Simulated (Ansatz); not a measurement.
# CH5CuN: the cost of one run

The runs use Ansatz 0.2.0; RKS PBE0-D4/def2-TZVPD.

### Step 1. Starting geometry

8 atoms, charge 1, spin multiplicity 1.

Atoms are counted from 1 here; the program's logs count them from 0.

Bond lengths: Cu1–N3 1.912 Å, C2–N3 1.497 Å, C2–H4 1.103 Å, C2–H5 1.106 Å, C2–H6 1.103 Å, N3–H7 1.031 Å, N3–H8 1.031 Å. Angles: N3–C2–H4 109.3°, N3–C2–H5 110.4°, N3–C2–H6 109.3°, H4–C2–H5 109.3°, H4–C2–H6 109.1°, H5–C2–H6 109.3°, Cu1–N3–C2 115.2°, Cu1–N3–H7 108.3°, Cu1–N3–H8 108.3°, C2–N3–H7 109.7°, C2–N3–H8 109.7°, H7–N3–H8 105.2°.

As a file:

```csv
atom,x (Å),y (Å),z (Å)
Cu1,0.42936,-0.04620,-2.19155
C2,-0.21823,0.52897,0.56268
N3,0.18968,-0.57056,-0.36806
H4,0.55356,1.31632,0.55660
H5,-0.33659,0.14037,1.59116
H6,-1.17512,0.95808,0.22229
H7,-0.50947,-1.32806,-0.33763
H8,1.06682,-0.99902,-0.03550
```

### Step 2. Relaxation

Input file input.yaml:

```yaml
crystal:
  periodic: [false, false, false]
  atoms:
    - { symbol: Cu, position_ang: [0.429359, -0.046201, -2.191547] }
    - { symbol: C, position_ang: [-0.218234, 0.528967, 0.562682] }
    - { symbol: "N", position_ang: [0.189684, -0.570562, -0.368062] }
    - { symbol: H, position_ang: [0.553561, 1.316323, 0.556597] }
    - { symbol: H, position_ang: [-0.336595, 0.140368, 1.59116] }
    - { symbol: H, position_ang: [-1.175119, 0.958078, 0.222295] }
    - { symbol: H, position_ang: [-0.509472, -1.328056, -0.337627] }
    - { symbol: H, position_ang: [1.066816, -0.999018, -0.035497] }
total_charge: 1
basis:
  gaussian: { orbitals: def2-TZVPD }
hamiltonian:
  xc: pbe0
  dispersion: d4
output:
  forces: true
relax:
  f_tol: 0.003
  max_steps: 120
```

Started as:

```sh
$ ansatz run input.yaml --threads 1 --pin off --max-ram 2560MiB --backend cpu --events-out ev --progress --plain --runs-dir out
```

**Question.** How long does this run take on 1 thread of Arm Neoverse V1, shared host, and how much memory does it need?

About 65 s, with a peak of 0.35 GiB.
